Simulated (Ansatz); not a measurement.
# GdO (F-43m) in Ansatz: relaxation of cell and atoms with HF

Aim: the relaxation of cell and atoms of GdO with HF.

All numbers are computed with Ansatz 0.2.0; they aren't measurements. Logs are shortened: lines on timing, memory, paths and dates and some standing lists are left out, and cuts for length are marked.

## Step 1: Starting point

Symmetry: F-43m, No. 216, cubic system. Conventional cell: a = 5.400 Å, b = 5.400 Å, c = 5.400 Å, α = 90.00°, β = 90.00°, γ = 90.00°. Around Gd (site symmetry -43m) lie 4 O at 2.34 Å. O (site symmetry -43m) is surrounded by 4 Gd at 2.34 Å.

## Step 2: Relaxation of cell and atoms, HF, collinear spin, ferromagnetic start

The input, input:

```
crystal:
  lattice:
    - [0.0, 2.7, 2.7]
    - [2.7, 0.0, 2.7]
    - [2.7, 2.7, 0.0]
  atoms:
    - { symbol: Gd, position: [0.0, 0.0, 0.0], spin: 7.0 }
    - { symbol: O, position: [0.75, 0.75, 0.75] }
hamiltonian:
  xc: hf
  pseudopotentials: { kind: paw }
magnetization:
  spin_polarized: true
kpoints:
  mp_grid: { grid: [5, 5, 5] }
scf:
  occupations: { method: fermi_dirac, width: 0.05 }
output:
  forces: true
  stress: true
  eigenvalues: true
  write_density: true
  write_potential: true
  elf: true
  volumetric_format: npy
relax:
  f_tol: 0.01
  max_steps: 40
  cell: { stress_tol: 0.05 }
```

Potentials or basis: Ansatz PAW.

The program printed:

```text
GPUs: using 1 of 1 available (devices: 1).
Engine: ansatz 0.2.0, x86_64-unknown-linux-gnu
Pseudopotentials: kind: paw
Pseudopotential: Gd, paw, valence charge 18, recommended cutoff 420 eV (normal), Gd.paw.azcp
Pseudopotential: O, paw, valence charge 6, recommended cutoff 420 eV (normal), O.paw.azcp
Functional definition: HF
  exchange = exact_x
  correlation = 0
device memory: the entry about to start is reckoned to put 0.8 GiB on a device that reports 34.5 GiB free (of which the cap on the GPU budget leaves the run 18.0 GiB)
GPU FFT provider: cuFFT
GPU libraries: cuBLAS 13.8.2, cuFFT 12.4.0, cuSOLVER 12.3.4
Crystal: 2 atoms, lattice volume = 39.366 Å³
Basis set: ecut = 420 eV, 749 PW (Γ)
Bands: 20, of which v1, the nominal top of the filled ones, is band 12 counted from 1 (11 counted from 0)
Symmetry: 24 space group operations
Space group: F-43m (ITA 216), of the structure as read, at distance tolerance 3.4e-5 Å
Magnetic group: BNS 216.74 (UNI 1576), of the structure as read, at distance tolerance 3.4e-5 Å
k-points: 10 of 125 (time reversal used)
Non-local potential: Gd, projectors of the file, l = 0: 3, l = 1: 2, l = 2: 2, l = 3: 3
Non-local potential: O, projectors of the file, l = 0: 2, l = 1: 2, l = 2: 1
PAW form: soft (Blöchl's): semilocal exchange-correlation on the pseudo side does not see the compensation charge
PAW frozen core: Gd, regenerated for the run's functional, and the local potential with it (the file was generated under x = pbe(κ = 0.804, μ = 0.2195149727645171), c = pbe(β = 0.06672455060314922))
PAW frozen core: O, regenerated for the run's functional, and the local potential with it (the file was generated under x = pbe(κ = 0.804, μ = 0.2195149727645171), c = pbe(β = 0.06672455060314922))
PAW one-centre angular grid: Gd, 590 points (default); XC on 64 Gauss nodes
PAW one-centre angular grid: O, 110 points (default); XC on 64 Gauss nodes
Initial density: superposition of atomic densities (chi_scale 0.1, normalization cell, long waves kept (reshape's long-wave potential 0.00 eV rms))
Starting moments: Σ|m| = 7 μB on 1 of 2 sites
Initial wavefunctions: pseudopotential atomic-orbital guess
GPU buffer pool allocated for 19683 grid points (all kernels)
GPU transforms: local potential and band sums: pruned to the plane-wave sphere, on 25×25×25
Functional: x = pbe(κ = 0.804, μ = 0.2195149727645171), c = none, warm-up for x = 0 pbe(κ = 0.804, μ = 0.2195149727645171) + 1 exact, c = none
iter 1 solved again at ethr=3.88e-2 eV; its pass at ethr=1.00e-1 eV (dr2=9.30e0 eV) is discarded
SCF iter   1: F=—  HF=-9793.921184 eV  |F-HF|=—  |Δ(HF+E_count)|=         —  Δρ=2.31e-1 (↑2.31e-1 ↓1.40e-1)  dr2=9.38e0  dr2_m=1.13e1  M=6.016 μB ∫|m|=6.342 μB  β_m=0.70  ethr=3.88e-2  ⟨swp⟩=2.0  Hψ=1773  notcnv=0
Mixer restart at iter 1: flushing history
preconditioner: auto → Kerker (q_TF=auto, 2.512 Å⁻¹)  [metal: Δε(μ)=0.057 eV  Ē_g=12.385 eV  σ=0.050 eV  W_gap=0.27  n_scr=14 (ndim 8)  ℏωp=27.8 eV  f_vac=0.000  D(μ)=14.22/eV (n_scr^D=338)]
spin=Collinear: Kerker preconditioning applied to the charge; magnetization (m = ρ↑ − ρ↓) channel mixes plain (no charge-response kernel on spin).
iter 2 solved again at ethr=2.21e-3 eV; its pass at ethr=3.88e-2 eV (dr2=5.31e-1 eV) is discarded
SCF iter   2: F=—  HF=-9793.161605 eV  |F-HF|=—  |Δ(HF+E_count)|=   7.60e-1  Δρ=1.31e-1 (↑1.10e-1 ↓1.31e-1)  dr2=5.14e-1  dr2_m=5.09e0  M=7.000 μB ∫|m|=7.204 μB  β_m=0.60  ethr=2.21e-3  ⟨swp⟩=3.8  Hψ=1781  notcnv=0
Mixer restart at iter 2: flushing history
SCF iter   3: F=—  HF=-9792.199790 eV  |F-HF|=—  |Δ(HF+E_count)|=   9.62e-1  Δρ=5.77e-2 (↑4.91e-2 ↓5.77e-2)  dr2=3.70e-1  dr2_m=9.40e-1  M=6.991 μB ∫|m|=7.163 μB  β_m=1.00  ethr=2.14e-3  ⟨swp⟩=3.5  Hψ=948  notcnv=0  defer=1
SCF iter   4: F=—  HF=-9792.861275 eV  |F-HF|=—  |Δ(HF+E_count)|=   6.61e-1  Δρ=2.71e-2 (↑1.39e-2 ↓2.71e-2)  dr2=1.76e-1  dr2_m=9.72e-2  M=7.352 μB ∫|m|=7.467 μB  β_m=0.30  ethr=1.54e-3  ⟨swp⟩=3.1  Hψ=935  notcnv=0
Mixer restart at iter 4: flushing history
spin-set hold released at iteration 4 (site moments contracting): the magnetisation degrees of freedom join the quasi-Newton model from the next iteration; the mixer history was flushed
SCF iter   5: F=—  HF=-9794.452411 eV  |F-HF|=—  |Δ(HF+E_count)|=    1.59e0  Δρ=1.56e-2 (↑1.15e-2 ↓1.56e-2)  dr2=8.44e-2  dr2_m=4.40e-2  M=7.357 μB ∫|m|=7.469 μB  β_m=0.65  ethr=7.32e-4  ⟨swp⟩=3.0  Hψ=933  notcnv=0
SCF iter   6: F=—  HF=-9796.346157 eV  |F-HF|=—  |Δ(HF+E_count)|=    1.89e0  Δρ=3.21e-2 (↑1.81e-2 ↓3.21e-2)  dr2=7.32e-1  dr2_m=4.94e-2  M=7.860 μB ∫|m|=7.898 μB  β_m=0.50  ethr=3.52e-4  ⟨swp⟩=4.6  Hψ=1446  notcnv=0
SCF iter   7: F=—  HF=-9796.084812 eV  |F-HF|=—  |Δ(HF+E_count)|=   2.61e-1  Δρ=1.98e-2 (↑6.90e-3 ↓1.98e-2)  dr2=1.56e-1  dr2_m=3.94e-2  M=7.847 μB ∫|m|=7.890 μB  β_m=0.75  ethr=3.52e-4  ⟨swp⟩=4.2  Hψ=1381  notcnv=0
SCF iter   8: F=—  HF=-9796.079898 eV  |F-HF|=—  |Δ(HF+E_count)|=   4.91e-3  Δρ=4.59e-3 (↑2.92e-3 ↓4.59e-3)  dr2=2.20e-2  dr2_m=1.45e-3  M=7.872 μB ∫|m|=7.912 μB  β_m=0.86  ethr=3.52e-4  ⟨swp⟩=3.6  Hψ=1167  notcnv=0
SCF iter   9: F=—  HF=-9796.076982 eV  |F-HF|=—  |Δ(HF+E_count)|=   2.92e-3  Δρ=1.26e-3 (↑1.26e-3 ↓1.26e-3)  dr2=3.49e-3  dr2_m=3.45e-5  M=7.871 μB ∫|m|=7.912 μB  β_m=0.93  ethr=9.16e-5  ⟨swp⟩=3.6  Hψ=924  notcnv=0
SCF iter  10: F=—  HF=-9796.076472 eV  |F-HF|=—  |Δ(HF+E_count)|=   5.10e-4  Δρ=1.24e-3 (↑1.20e-3 ↓1.24e-3)  dr2=1.87e-3  dr2_m=2.36e-6  M=7.859 μB ∫|m|=7.902 μB  β_m=0.82  ethr=1.46e-5  ⟨swp⟩=4.0  Hψ=1290  notcnv=0
[... 528 lines left out ...]
SCF iter   3: F=—  HF=-9801.893199 eV  |F-HF|=—  |Δ(HF+E_count)|=  3.37e-10  Δρ=7.59e-7 (↑7.59e-7 ↓5.07e-7)  dr2=7.66e-11  dr2_m=2.48e-11  M=8.000 μB ∫|m|=8.004 μB  β_m=0.51  ethr=1.90e-12  ⟨swp⟩=5.0  Hψ=892  notcnv=0  defer=52
SCF iter   4: F=—  HF=-9801.893199 eV  |F-HF|=—  |Δ(HF+E_count)|=  4.00e-11  Δρ=3.98e-7 (↑2.52e-7 ↓3.98e-7)  dr2=1.34e-10  dr2_m=4.16e-12  M=8.000 μB ∫|m|=8.004 μB  β_m=0.75  ethr=1.00e-12  ⟨swp⟩=5.4  Hψ=1030  notcnv=0
SCF iter   5: F=—  HF=-9801.893199 eV  |F-HF|=—  |Δ(HF+E_count)|=  5.28e-11  Δρ=1.42e-7 (↑1.42e-7 ↓3.64e-8)  dr2=2.21e-11  dr2_m=1.18e-12  M=8.000 μB ∫|m|=8.004 μB  β_m=0.66  ethr=1.00e-12  ⟨swp⟩=5.7  Hψ=921  notcnv=0
SCF iter   6: F=-9801.893199 eV  HF=-9801.893199 eV  |F-HF|=7.28e-12  |Δ(HF+E_count)|=    0.00e0  Δρ=1.08e-7 (↑1.08e-7 ↓3.68e-8)  dr2=1.10e-11  dr2_m=4.98e-13  M=8.000 μB ∫|m|=8.004 μB  ethr=1.00e-12  ⟨swp⟩=5.3  Hψ=835  notcnv=0
SCF 33 converged in 6 iterations: F = -9801.893199 eV  dr2 = 1.10e-11
hybrid outer 1: dexx = +1.973e-7 eV, tail = 4.12e-9 eV
GPU FFT provider: cuFFT
GPU libraries: cuBLAS 13.8.2, cuFFT 12.4.0, cuSOLVER 12.3.4
GPU buffer pool allocated for 19683 grid points (all kernels)
GPU transforms: local potential and band sums: pruned to the plane-wave sphere, on 25×25×25
Exchange kernel: α = 1.0000, full range, Wigner–Seitz truncation, v(0) = 10288.8376 eV·Å³, q-mesh 5×5×5, nearest image of the exchange supercell L = 19.34 Å, pair-density grid 18×18×18, without the augmentation charges, whose exchange is taken in its separable form by FFT convolution over the k-point mesh (sized by the pseudopotential files, 24×24×24 at the most), smooth part of the exact exchange by density-matrix convolution in up to 1.93 GiB of GPU memory as planned if the GPU has room (build and FFT work areas not counted)
Frozen-core exchange: fock
SCF iter   1: F=—  HF=-9801.893199 eV  |F-HF|=—  |Δ(HF+E_count)|=         —  Δρ=1.76e-7 (↑1.76e-7 ↓1.55e-7)  dr2=4.83e-11  dr2_m=1.35e-12  M=8.000 μB ∫|m|=8.004 μB  β_m=0.30  ethr=8.59e-11  ⟨swp⟩=11.8  Hψ=1431  notcnv=0
preconditioner: auto → none  [insulator: Δε(μ)=6.061 eV  Ē_g=25.547 eV  σ=0.050 eV  W_gap=1.00  n_scr=14 (ndim 8)  ℏωp=21.7 eV  f_vac=0.051  D(μ)=0.00/eV (n_scr^D=0)]
SCF iter   2: F=—  HF=-9801.893199 eV  |F-HF|=—  |Δ(HF+E_count)|=  8.91e-11  Δρ=2.25e-7 (↑2.25e-7 ↓1.63e-7)  dr2=4.32e-11  dr2_m=1.25e-12  M=8.000 μB ∫|m|=8.004 μB  β_m=0.52  ethr=1.00e-12  ⟨swp⟩=5.8  Hψ=906  notcnv=0
SCF iter   3: F=-9801.893199 eV  HF=-9801.893199 eV  |F-HF|=5.46e-12  |Δ(HF+E_count)|=  7.28e-12  Δρ=9.50e-8 (↑9.50e-8 ↓2.75e-8)  dr2=4.13e-12  dr2_m=7.16e-13  M=8.000 μB ∫|m|=8.004 μB  ethr=1.00e-12  ⟨swp⟩=5.2  Hψ=801  notcnv=0
SCF 34 converged in 3 iterations: F = -9801.893199 eV  dr2 = 4.13e-12
  Residual-converged pass: ⟨swp⟩=4.4  Hψ=1094  notcnv=0  max |occ|·‖R‖ = 9.7e-9 eV (tolerance 1.0e-8 eV)  dr2=3.58e-12  dr2_m=8.42e-13  dr2_onsite=4.92e-13  max |Δocc| = 0.0e0
hybrid outer 2: dexx = +1.627e-10 eV, tail = 1.49e-11 eV, Δε = 1.69e-5 eV (about 1.48e-6 eV left of the loop's levels)
this state was not tested for a lower state beside it, because the functional holds exact exchange (a hybrid, or Hartree-Fock), whose exchange loop this test does not read (fock_operator); the stability check (scf.self_checks: high) cannot read this state: a pseudopotential is PAW: the check reads norm-conserving sets alone
relax step   7: F+E_penalty+E_count = -9801.89319896 eV  Δ(F+E_penalty+E_count) = -3.424e-5 eV  max|allowed force component| = 5.826e-17 eV/Å  Δτ_max = 0.0000 Å  P = +0.002 GPa  Ω = 40.905 Å³  stress off target by 1.71e-3 GPa  SCF on the basis re-selected at this cell (its energy is not comparable with the rows above)  (9 SCF iters)
basis re-selected at this cell: Δ(F+E_penalty+E_count) = -3.424e-5 eV, ΔP = +0.000 GPa vs the last step (what re-selecting the basis moved, of the pressure what is left beyond the Pulay correction that the steps carried, after the strain that the cell walked since its last selection, with what the two solves' SCF thresholds leave and, on support functions, any second-order correction that the steps lacked; it is no measure of the basis error at this ecutwfc). This SCF's stress stands 1.71e-3 GPa from its target on what of the cell is left free (relax.cell.stress_tol is 5.00e-2 GPa) and its largest allowed force component is 5.83e-17 eV/Å (relax.f_tol is 1.00e-2 eV/Å): within both
hybrid SCF converged: 2 outer / 9 inner (+0 warm-up), last move |dexx| = 1.63e-10 eV, tail = 1.49e-11 eV
Magnetization: 8.0000 μB (16.0000 up, 8.0000 down)
Absolute magnetization: 8.0040 μB (∫|ρ↑−ρ↓|, with the PAW one-centre terms)
Spin contamination: 0.0091 ħ² per cell (⟨S²⟩ above its minimum at these occupations)
Per-site moments (μB) at R_I (Å): [(7.078955416418473, 0.976940998979654), (0.015593822781118583, 0.976940998979654)]
Free energy (F): -9801.893199 eV
Frozen-core exchange: fock
Harris-Foulkes:  -9801.893199 eV  (|F-HF|=5.46e-12)
Internal energy: -9801.893199 eV  (E = F + TS)
E sigma→0 (E₀):  -9801.893199 eV
Fermi energy:    12.818240 eV
--- Per-component energies (eV) ---
  E_band       = -250.067835
  E_kinetic    = 569.803291
  E_local      = -2520.112979  (includes V_loc(G=0)·N_el)
  E_nonlocal   = 327.017193
  E_hartree    = 1029.235340
  E_xc         = 0.000000
  E_vxc        = 0.000000  (∫ρ·V_xc dr)
  E_exx        = -354.817106  (= α·E_x^exact, valence–valence)
  E_paw        = -6453.793704  (= ΣΔE_a)
  E_vpaw       = 24.385743  (= ΣTr[D̂ρ^β])
  E_aug_tail   = 0.002398  (compensation charges beyond the density's cutoff)
  E_ewald      = -2400.754609
  E_core_change = 1.526976  (= ΣΔE_core)
  E_smearing   = -0.000000  (= −TS)
  E_closure    = 0.000001  (closes the sum)
  Σ components = -9801.893199   (vs F -9801.893199, Δ=-1.82e-12)
--- Forces (eV/Å), atoms counted from 1 ---
  atom   1  Gd    -0.00000000     0.00000000     0.00000000
  atom   2  O      0.00000000    -0.00000000    -0.00000000
  max |Σ_I F_I| component: 8.70e-17 eV/Å
--- Stress (GPa, compression-positive) ---
        0.001709      -0.000000       0.000000
       -0.000000       0.001709       0.000000
        0.000000       0.000000       0.001709
  P = ⅓ Tr σ = 0.0017 GPa (0.017 kbar)
--- Band table (eV; the first three rows and the last of 20) ---
  k-point 0 ↑: bands = ["-46.8157", "-19.0272", "-19.0272", "-19.0272", "-17.7909", "-6.1811", "-6.1811", "-6.1811", "-6.1800", "-6.1103", "-6.1103", "-6.1103", "1.5044", "1.5044", "1.5044", "6.4933", "19.9022", "19.9022", "21.3625", "21.3625"]
  k-point 1 ↑: bands = ["-46.7969", "-19.8984", "-19.0643", "-19.0643", "-16.9858", "-6.2093", "-6.1714", "-6.1714", "-6.1420", "-6.1249", "-6.1249", "-6.1098", "1.1238", "1.6886", "1.6886", "8.2998", "19.0884", "19.0884", "20.1742", "22.3171"]
  k-point 2 ↑: bands = ["-46.7663", "-20.6861", "-19.1237", "-19.1237", "-16.3430", "-6.2139", "-6.1708", "-6.1708", "-6.1391", "-6.1309", "-6.1309", "-6.1091", "1.4028", "1.9551", "1.9551", "9.7353", "19.2006", "19.2006", "19.2179", "21.9132"]
  k-point 9 ↓: bands = ["-42.0511", "-19.1808", "-15.7814", "-15.6175", "-13.6362", "1.8601", "2.3842", "2.8423", "18.3424", "18.7511", "21.8599", "23.8631", "24.2226", "25.5774", "26.8896", "28.1039", "28.6156", "29.0841", "29.2629", "29.3489"]
--- Relaxed structure (5 steps of the walk, 5 accepted, 2 SCFs on fresh bases) ---
  F+E_penalty+E_count = -9801.89319896 eV   max|allowed force component| = 5.826e-17 eV/Å   (the final SCF, on the basis selected at the relaxed cell)
  cell:  # Å, volume = 40.9045 Å³
    - [6.740619893204768e-33, 2.7347255696644157, 2.7347255696644157]
    - [2.7347255696644157, -6.986232748227941e-34, 2.7347255696644157]
    - [2.7347255696644157, 2.7347255696644157, 1.681472770855545e-33]
  atoms:
    - { symbol: Gd, position: [9.480463525313302e-34, -6.806721806850361e-34, -9.956001783186692e-34] }
    - { symbol: O, position: [0.7500000000000002, 0.7500000000000002, 0.7500000000000002] }
```

Run time: 3.4 min. Hardware: 1 × NVIDIA H100 80GB HBM3 with 2 threads of AMD EPYC 7R13 (Zen 3), shared host; peak memory 1.9 GiB.

Results:

```yaml
Free_energy: -9801.8932 eV
Relaxed_volume: 20.45 Å³/atom
Relaxed_cell: a = 3.867 Å, b = 3.867 Å, c = 3.867 Å, α = 60.00°, β = 60.00°, γ = 60.00°
Space_group_after_relaxing_to_0.05_Å: F-43m (No. 216)
Energy_gained_by_relaxing: 10.4 meV/atom
Ionic_steps: 7
Pressure_after_relaxing: 0.0 GPa
Band_gap_on_the_k_mesh: 6.06 eV, indirect (least direct gap 7.86 eV)
Net_moment: 8.00 μB per cell
Absolute_moment: 8.00 μB per cell
Site_moments: Gd +7.08; O +0.02 μB
```

The path:
```
step  energy change (eV)  largest force (eV/Å)  volume (Å³)
   1              0.0000                0.0000        39.37
   2             -0.0032                0.0000        42.25
   3             -0.0192                0.0000        40.94
   4             -0.0193                0.0000        40.87
   5             -0.0207                0.0000        40.87
   6             -0.0207                0.0000        40.90
   7             -0.0208                0.0000        40.90
```

Final structure:
```
Gd O
1.0
     0.00000    2.73473    2.73473
     2.73473    0.00000    2.73473
     2.73473    2.73473    0.00000
Gd O
1 1
Direct
  0.00000 0.00000 0.00000
  0.75000 0.75000 0.75000
```

Levels at points of the mesh, in eV from the valence-band top:
Spin up:
| k point | band 14 | band 15 | band 16 | band 17 | band 18 | band 19 |
| --- | --- | --- | --- | --- | --- | --- |
| (0.00, 0.00, 0.00) | -8.23 | -8.23 | -3.24 | 10.17 | 10.17 | 11.63 |
Spin down:
| k point | band 6 | band 7 | band 8 | band 9 | band 10 | band 11 |
| --- | --- | --- | --- | --- | --- | --- |
| (0.00, 0.00, 0.00) | -7.97 | -7.97 | -7.97 | 6.06 | 11.64 | 11.64 |

Caveat: the magnetic or orbital state may not be the lowest; odd divisions of the mesh miss points on the zone boundary, where band edges often lie, so the gap on the mesh can be too wide; the plane-wave basis is chosen anew once the cell has moved, so the energies of steps on either side of that aren't comparable; spin-orbit coupling is left out, which moves the levels of the heavy elements; a cell with one magnetic atom can't hold antiferromagnetic order, which such compounds often take; the PAW data sets come from PBE, with cores solved anew for the run's functional, which leaves a small shift of forces and pressure.
